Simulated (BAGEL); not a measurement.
# UHF/6-31G(d) (density fitting with qzvpp-jkfit, spherical functions) run of C3H4B (SMILES BC1=C[CH]1)

What is the energy change on altering one bond length of C3H4B at UHF/6-31G* (density fitting with qzvpp-jkfit, spherical functions)? 

The calculation is run with BAGEL 1.2.2.

1 further run of the same task is left out (set aside as unsound or not needed).

### 1 The structure to begin with

The species is C3H4B (8 atoms), meant as a doublet with charge 0. As SMILES, `BC1=C[CH]1`. The coordinates come from a GFN2-xTB relaxation.

Bond lengths: B1–C2 1.479 Å, C2–C3 1.447 Å, C2–C4 1.446 Å, C3–C4 1.331 Å, B1–H5 1.173 Å, B1–H6 1.173 Å, C3–H7 1.064 Å, C4–H8 1.064 Å. Some angles: B1–C2–C3 152.5°, B1–C2–C4 152.7°, C3–C2–C4 54.8°, C2–C3–C4 62.6°, C2–C4–C3 62.6°, C2–B1–H5 119.5°, C2–B1–H6 119.6°, C2–C3–H7 149.3°, C4–C3–H7 148.1°, C2–C4–H8 149.1°.

### 2 A single-point energy at UHF/6-31G(d) (density fitting with qzvpp-jkfit, spherical functions)

The input, input.json:

```json
{ "bagel" : [

{
  "title" : "molecule",
  "basis" : "6-31gs.json",
  "df_basis" : "qzvpp-jkfit",
  "angstrom" : "true",
  "geometry" : [
    { "atom" : "B", "xyz" : [   -0.800210,    1.269480,   -0.434340 ] },
    { "atom" : "C", "xyz" : [   -0.042990,    0.068090,   -0.020810 ] },
    { "atom" : "C", "xyz" : [    1.107340,   -0.807640,   -0.081610 ] },
    { "atom" : "C", "xyz" : [    0.124400,   -1.143380,    0.750880 ] },
    { "atom" : "H", "xyz" : [   -0.337820,    1.999830,   -1.226960 ] },
    { "atom" : "H", "xyz" : [   -1.855020,    1.478980,    0.034730 ] },
    { "atom" : "H", "xyz" : [    2.060660,   -1.038380,   -0.493720 ] },
    { "atom" : "H", "xyz" : [   -0.256360,   -1.826990,    1.471830 ] }
  ]
},
{
  "title" : "uhf",
  "nopen" : 1
},
{
  "title" : "print",
  "file" : "orbitals.molden",
  "orbitals" : "true"
}

]}
```

The basis set 6-31G* is read from a file made from the Basis Set Exchange's data (not shown).

Command:

```
BAGEL_NUM_THREADS=1 BAGEL input.json > input.out
```

Log:

```text
* using 1 threads per process

  ===============================================================
  ===============================================================

  *** Geometry ***

  { "atom" : "B", "xyz" : [     -1.512178,      2.398970,     -0.820784 ] },
  { "atom" : "C", "xyz" : [     -0.081239,      0.128671,     -0.039325 ] },
  { "atom" : "C", "xyz" : [      2.092569,     -1.526218,     -0.154221 ] },
  { "atom" : "C", "xyz" : [      0.235082,     -2.160675,      1.418958 ] },
  { "atom" : "H", "xyz" : [     -0.638387,      3.779131,     -2.318618 ] },
  { "atom" : "H", "xyz" : [     -3.505480,      2.794867,      0.065630 ] },
  { "atom" : "H", "xyz" : [      3.894083,     -1.962254,     -0.932996 ] },
  { "atom" : "H", "xyz" : [     -0.484450,     -3.452511,      2.781356 ] },

  Number of auxiliary basis functions:      372

  Since a DF basis is specified, we compute 2- and 3-index integrals:
    o Being stored without compression. Storage requirement is 0.012 GB

  Number of basis functions:       64
  Number of electrons      :       27

    * METHOD: MOLECULE                             0.10

  *** Open-shell HF ***

  === Nuclear Repulsion ===
    87.1223947340

      * DIIS with orbital gradients will be used.

  === UHF iteration (6-31gs.json) ===
      0       -140.38800394          0.03019908           0.04
      1       -140.46723783          0.01097114           0.04
      2       -140.47570411          0.00512838           0.04
      3       -140.47770563          0.00130828           0.04
      4       -140.47810264          0.00039718           0.04
      5       -140.47820861          0.00025815           0.04
      6       -140.47828804          0.00006521           0.04
      7       -140.47829343          0.00003771           0.03
      8       -140.47829533          0.00002024           0.03
      9       -140.47829623          0.00000945           0.04
     10       -140.47829637          0.00000272           0.04
     11       -140.47829637          0.00000125           0.03
     12       -140.47829637          0.00000055           0.04
     13       -140.47829638          0.00000043           0.04
     14       -140.47829638          0.00000037           0.03
     15       -140.47829638          0.00000034           0.03
     16       -140.47829638          0.00000031           0.03
     17       -140.47829638          0.00000014           0.03
     18       -140.47829638          0.00000007           0.03
     19       -140.47829638          0.00000003           0.04
     20       -140.47829638          0.00000001           0.04
     21       -140.47829638          0.00000001           0.04
    * SCF iteration converged.

    * S^2 (UHF) is 0.7549

    * Permanent dipole moment:
           (   -0.740050,     1.175878,    -0.401297) a.u.

    * METHOD: UHF                                  0.88

    * METHOD: PRINT                                0.01

  ===============================================================
```

It took 1.2 s on 1 thread of Arm Neoverse V2, shared host.

### 3 The distorted shape, same level

The input, input.json:

```json
{ "bagel" : [

{
  "title" : "molecule",
  "basis" : "6-31gs.json",
  "df_basis" : "qzvpp-jkfit",
  "angstrom" : true,
  "geometry" : [
    { "atom" : "B", "xyz" : [      -0.743091,       1.372031,      -0.542492 ] },
    { "atom" : "C", "xyz" : [       0.014129,       0.170641,      -0.128962 ] },
    { "atom" : "C", "xyz" : [       1.164459,      -0.705089,      -0.189762 ] },
    { "atom" : "C", "xyz" : [       0.181519,      -1.040829,       0.642728 ] },
    { "atom" : "H", "xyz" : [      -0.280701,       2.102381,      -1.335112 ] },
    { "atom" : "H", "xyz" : [      -1.797901,       1.581531,      -0.073422 ] },
    { "atom" : "H", "xyz" : [       2.117779,      -0.935829,      -0.601872 ] },
    { "atom" : "H", "xyz" : [      -0.256360,      -1.826990,       1.471830 ] }
  ]
},

{ "title" : "uhf", "charge" : 0, "nopen" : 1 },

{ "title" : "print", "file" : "orbitals.molden", "orbitals" : true }

]}
```

The basis set 6-31G* is read from a file made from the Basis Set Exchange's data (not shown).

Command:

```
BAGEL_NUM_THREADS=1 BAGEL input.json > input.out
```

Log:

```text
* using 1 threads per process

  ===============================================================
  ===============================================================

  *** Geometry ***

  { "atom" : "B", "xyz" : [     -1.404238,      2.592763,     -1.025161 ] },
  { "atom" : "C", "xyz" : [      0.026700,      0.322465,     -0.243703 ] },
  { "atom" : "C", "xyz" : [      2.200509,     -1.332425,     -0.358598 ] },
  { "atom" : "C", "xyz" : [      0.343021,     -1.966882,      1.214580 ] },
  { "atom" : "H", "xyz" : [     -0.530448,      3.972924,     -2.522996 ] },
  { "atom" : "H", "xyz" : [     -3.397540,      2.988660,     -0.138747 ] },
  { "atom" : "H", "xyz" : [      4.002022,     -1.768461,     -1.137373 ] },
  { "atom" : "H", "xyz" : [     -0.484450,     -3.452511,      2.781356 ] },

  Number of auxiliary basis functions:      372

  Since a DF basis is specified, we compute 2- and 3-index integrals:
    o Being stored without compression. Storage requirement is 0.012 GB

  Number of basis functions:       64
  Number of electrons      :       27

    * METHOD: MOLECULE                             0.10

  *** Open-shell HF ***

  === Nuclear Repulsion ===
    86.5306193448

      * DIIS with orbital gradients will be used.

  === UHF iteration (6-31gs.json) ===
      0       -140.37064378          0.03047239           0.04
      1       -140.45221130          0.01158795           0.04
      2       -140.46154236          0.00560835           0.04
      3       -140.46390168          0.00136604           0.04
      4       -140.46434779          0.00041781           0.04
      5       -140.46445917          0.00028168           0.04
      6       -140.46454489          0.00010377           0.04
      7       -140.46455652          0.00004592           0.04
      8       -140.46455889          0.00002638           0.04
      9       -140.46456010          0.00001188           0.04
     10       -140.46456042          0.00000622           0.04
     11       -140.46456048          0.00000216           0.04
     12       -140.46456049          0.00000169           0.04
     13       -140.46456051          0.00000145           0.04
     14       -140.46456052          0.00000132           0.04
     15       -140.46456054          0.00000121           0.04
     16       -140.46456057          0.00000084           0.04
     17       -140.46456059          0.00000053           0.04
     18       -140.46456059          0.00000017           0.04
     19       -140.46456059          0.00000011           0.04
     20       -140.46456059          0.00000005           0.04
     21       -140.46456059          0.00000002           0.04
     22       -140.46456059          0.00000001           0.04
     23       -140.46456059          0.00000000           0.04
    * SCF iteration converged.

    * S^2 (UHF) is 0.7552

    * Permanent dipole moment:
           (   -0.730404,     1.176326,    -0.407380) a.u.

    * METHOD: UHF                                  1.01

    * METHOD: PRINT                                0.01

  ===============================================================
```

It took 1.3 s on 1 thread of Arm Neoverse V2, shared host.

### 4 Summary of results

At UHF/6-31G* (density fitting with qzvpp-jkfit, spherical functions):

```
                                                         quantity          value
                                        first shape: total energy  -140.47830 Eh
                                       first shape: dipole moment         3.68 D
                                                first shape: ⟨S²⟩          0.755
                                    distorted shape: total energy  -140.46456 Eh
                                   distorted shape: dipole moment         3.67 D
                                            distorted shape: ⟨S²⟩          0.755
energy change with the C4–H8 bond stretched from 1.064 to 1.224 Å       0.374 eV
```

In words: With the C4–H8 bond stretched from 1.064 to 1.224 Å the energy rises by 0.37 eV (8.6 kcal/mol). The first shape isn't relaxed at this level, so the change isn't measured from a minimum.
